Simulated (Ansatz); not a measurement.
# SiGeH₅O₂ radical: one species, many methods

How much do the methods differ for SiGeH₅O₂ radical? The plan is to run it at one geometry with functionals of several rungs and with coupled cluster, and see how far each lands from CCSD(T) at the basis-set limit for the atomisation energy.

Program: Ansatz 0.2.0, Gaussian basis. Level of theory: functionals in def2-TZVPP, the program's frozen cores in correlated methods. These are calculated values, not measurements.

The runs, in order: PBE-D4, r2SCAN-D4, PBE0-D4, B3LYP-D4, ωB97X-V, ωB97M-V, B2PLYP; CCSD(T)/def2-TZVPP; MP2/def2-QZVPP; extrapolation to the limit.

## (1) The geometry

All runs share one geometry, relaxed beforehand with PBE0-D4/def2-TZVP.

SMILES `O[SiH][GeH2][OH]`, 9 atoms, charge 0, spin multiplicity 2.

Atoms are counted from 1 here; the program's logs count them from 0.

Bond lengths: O1–Si2 1.658 Å, O1–H5 0.959 Å, Si2–Ge3 2.386 Å, Si2–H6 1.500 Å, Ge3–O4 1.792 Å, Ge3–H7 1.549 Å, Ge3–H8 1.545 Å, O4–H9 0.960 Å. Angles: Si2–O1–H5 117.4°, O1–Si2–Ge3 106.4°, O1–Si2–H6 109.7°, Ge3–Si2–H6 112.6°, Si2–Ge3–O4 102.8°, Si2–Ge3–H7 115.4°, Si2–Ge3–H8 112.0°, O4–Ge3–H7 108.5°, O4–Ge3–H8 109.7°, H7–Ge3–H8 108.2°, Ge3–O4–H9 112.4°.

## (2) PBE-D4 (GGA)

in.yaml reads:

```yaml
crystal:
  periodic: [false, false, false]
  atoms:
    - {symbol: O, position_ang: [-1.983456, 0.994648, 0.972621]}
    - {symbol: Si, position_ang: [-1.292443, 0.353116, -0.391314]}
    - {symbol: Ge, position_ang: [0.993144, -0.069170, 0.145983]}
    - {symbol: O, position_ang: [1.712419, -0.455925, -1.448652]}
    - {symbol: H, position_ang: [-2.938300, 0.948166, 1.047522]}
    - {symbol: H, position_ang: [-2.027544, -0.890064, -0.794728]}
    - {symbol: H, position_ang: [1.241138, -1.263626, 1.100596]}
    - {symbol: H, position_ang: [1.687402, 1.175708, 0.741160]}
    - {symbol: H, position_ang: [2.607640, -0.792862, -1.373179]}
basis:
  gaussian: {orbitals: def2-TZVPP}
magnetization: {spin_polarized: true, initial_magnetization: 1}
hamiltonian: {xc: pbe, dispersion: d4}
output: {forces: true, orbitals: {seedname: orbitals}}
```

Launch:

```
$ ansatz run in.yaml --threads 2 --pin off --events-out ev --progress --plain --max-ram 32768MiB --backend cpu
```

Further steps of the session: r2SCAN-D4 (meta-GGA); PBE0-D4 (hybrid); B3LYP-D4 (hybrid); ωB97X-V (range-separated); ωB97M-V (range-separated); B2PLYP (double hybrid); CCSD(T) in def2-TZVPP; MP2 in def2-QZVPP.

Before running them: what should the planned runs give, taken together? Wanted: atomisation energy, CCSD(T)/CBS; farthest; mean size of error, hybrid; mean size of error, range-separated; gap, smallest and largest; T1 diagnostic; triples share of the correlation energy.

As calculated:

| quantity | value |
| --- | --- |
| atomisation energy, CCSD(T)/CBS | 29.401 eV |
| functionals within 0.294 eV (1.0 %) | PBE-D4, r2SCAN-D4, ωB97X-V |
| farthest | B2PLYP (-0.598 eV) |
| mean size of error, hybrid | 0.454 eV |
| mean size of error, range-separated | 0.157 eV |
| gap, smallest and largest | 1.48 eV (PBE-D4), 7.34 eV (ωB97X-V) |
| T1 diagnostic | 0.0139 |
| triples share of the correlation energy | 3.5 % |

In words: PBE-D4 is off by +0.069 eV, about 0.009 eV a bond. Double hybrids carry the basis error of their MP2 part in triple zeta, and no dispersion term here, so their miss is partly the set-up's. Misses under about 0.294 eV are within the doubt on the reference itself, which lacks core-valence correlation, relativity and higher excitations, and its outer-core shells are covered unevenly. Hartree-Fock recovers 69 % of the binding; the rest is correlation. Orbital gaps span 1.5 to 7.3 eV; exact exchange widens them. Correlated methods include outer-core shells of Ge, which these sets cover unevenly.
